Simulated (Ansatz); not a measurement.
**ScCl (triplet): from Hartree-Fock to the top rungs, def2-TZVPP**

One table from this session's results is given with a row withheld; the runs are named, their logs left out.

Program: Ansatz 0.2.0, Gaussian basis. Level of theory: def2-TZVPP, core rule «outside noble gas», up to 14 orbitals frozen. These are calculated values, not measurements.

To be run: UHF; ROHF; CCSD(T) on UHF.

2 further runs of the same task are left out: 2 set aside as unsound or not needed.

### The geometry

The geometry is a PBE0/def2-TZVP stationary point (not a proven minimum) of the parent state, kept for this charge and spin.

2 atoms, charge 0, spin multiplicity 3.

Atoms are counted from 1 here; the program's logs count them from 0.

Bond lengths: Sc1–Cl2 2.216 Å.

Set-up of the first run:

Input file in.yaml:

```yaml
crystal:
  periodic: [false, false, false]
  atoms:
    - {symbol: Sc, position_ang: [0.000000, 0.000000, 0.000000]}
    - {symbol: Cl, position_ang: [0.000000, 0.000000, 2.215800]}
basis:
  gaussian: {orbitals: def2-TZVPP}
magnetization: {spin_polarized: true, initial_magnetization: 2}
hamiltonian: {xc: hf}
output: {orbitals: {seedname: orbitals}}
```

On the command line:

```sh
$ ansatz run in.yaml --threads 1 --pin off --events-out ev --progress --plain --max-ram 4096MiB --backend cpu
```

Among the steps run: UHF; ROHF; CCSD(T) on UHF.

One table of the session follows, with a row left open; its other results are not shown here.

| method | from UCCSD(T) (meV) |
| --- | --- |
| ROHF | +6709.5 |
| UHF | +6661.8 |
| UMP2 | ? |
| UCCSD | +278.4 |
| UCCSD(T) | 0 |

Estimate the missing values for UMP2.

The run gave: from UCCSD(T) (meV): +803.8. In the column «from UCCSD(T) (meV)» it lies between UCCSD (+278.4) and UHF (+6661.8).
